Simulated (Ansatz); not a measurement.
# PbO: response to strain

Aim: deform PbO (equal xx and yy strain of -2 %) and compute stress, forces and field gradients with LAPW, PAW and all-electron datasets made for the crystal.

Method: DFT LDA, scalar-relativistic, in Ansatz 0.2.0.

## (1) The system as given

Symmetry: P4/nmm, No. 129, tetragonal system. Conventional cell: a = 3.974 Å, b = 3.974 Å, c = 5.022 Å, α = 90.00°, β = 90.00°, γ = 90.00°. Around Pb (site symmetry 4mm) lie 4 O at 2.31 Å. Around O (site symmetry -4m2) lie 4 Pb at 2.31 Å.

As a file:

```
CELL_PARAMETERS angstrom
3.97440 0.00000 0.00000
0.00000 3.97440 0.00000
0.00000 0.00000 5.02200
ATOMIC_POSITIONS crystal
Pb 0.00000 0.50000 0.23510
Pb 0.50000 0.00000 0.76490
O 0.00000 0.00000 0.00000
O 0.50000 0.50000 0.00000
```

Atoms are numbered in the order of the input: Pb1, Pb2, O3, O4.

## (2) After the deformation

Space group P4/nmm before, P4/nmm after.

## (3) LAPW, all electrons

Input file input.yaml:

```yaml
crystal:
  lattice:
    - [3.894912, 0.0, 0.0]
    - [0.0, 3.894912, 0.0]
    - [0.0, 0.0, 5.022]
  atoms:
    - { symbol: Pb, position: [0.0, 0.5, 0.2351] }
    - { symbol: Pb, position: [0.5, 0.0, 0.7649] }
    - { symbol: O, position: [0.0, 0.0, 0.0] }
    - { symbol: O, position: [0.5, 0.5, 0.0] }
kpoints:
  mp_grid: { grid: [7, 7, 6] }
  band_path:
    path:
      - [0.0, 0.0, 0.0]
      - [0.0, 0.5, 0.0]
      - [0.5, 0.5, 0.0]
      - [0.0, 0.0, 0.0]
      - [0.0, 0.0, 0.5]
      - [0.0, 0.5, 0.5]
      - [0.5, 0.5, 0.5]
      - [0.0, 0.0, 0.5]
      - [0.0, 0.5, 0.0]
    npoints: 5
scf:
  occupations: { method: fermi_dirac, width: 0.03 }
hamiltonian:
  xc: lda
  pseudopotentials: { kind: all_electron, lapw: { basis_error: 0.001 } }
output:
  forces: true
  stress: true
  eigenvalues: true
```

Launch:

```sh
$ ansatz run input.yaml --threads 1 --pin off --max-ram 4096MiB --backend cpu --events-out ev --progress --plain --runs-dir out
```

## (4) Frozen-core PAW

Input file input.yaml:

```yaml
crystal:
  lattice:
    - [3.894912, 0.0, 0.0]
    - [0.0, 3.894912, 0.0]
    - [0.0, 0.0, 5.022]
  atoms:
    - { symbol: Pb, position: [0.0, 0.5, 0.2351] }
    - { symbol: Pb, position: [0.5, 0.0, 0.7649] }
    - { symbol: O, position: [0.0, 0.0, 0.0] }
    - { symbol: O, position: [0.5, 0.5, 0.0] }
kpoints:
  mp_grid: { grid: [7, 7, 6] }
scf:
  occupations: { method: fermi_dirac, width: 0.03 }
hamiltonian:
  xc: lda
  pseudopotentials: { kind: paw }
output:
  forces: true
  stress: true
  eigenvalues: true
  efg: { contact_densities: true }
```

## (5) All-electron PAW on datasets made for the crystal

input.yaml, as its differences from that of step 4:

```diff
@@ -16,3 +16,3 @@
   xc: lda
-  pseudopotentials: { kind: paw }
+  pseudopotentials: { kind: all_electron, datasets: crystal }
 output:
```

(Steps that only read results are left out.)

Before running it: what results should come out? Wanted: pressure; largest shear or deviatoric stress.

**Answer**, as computed:

| quantity | value |
| --- | --- |
| pressure | LAPW 2.09, PAW 2.04, crystal datasets 2.09 GPa |
| largest shear or deviatoric stress (LAPW) | 0.80 GPa |

**Reading.** The largest part of the stress beyond the pressure is 0.80 GPa in size, in the zz component; the atoms are carried along and not relaxed. No run of the undeformed cell stands beside it, so pressure and stress hold what the given cell had before the change, as far as its symmetry allows. PAW: stress within 0.06 GPa of LAPW, forces within 8 meV/Å. Crystal datasets: stress within 0.01 GPa of LAPW, forces within 1 meV/Å. Spin-orbit coupling is left out, though the cell holds Pb; in elements this heavy it can shift bands and gaps by tenths of an eV.

These are semilocal Kohn-Sham gaps, which aren't the measured quantity. Such gaps usually fall short of the measured ones; spin-orbit coupling, left out here, narrows gaps with Pb, so the two errors partly cancel.
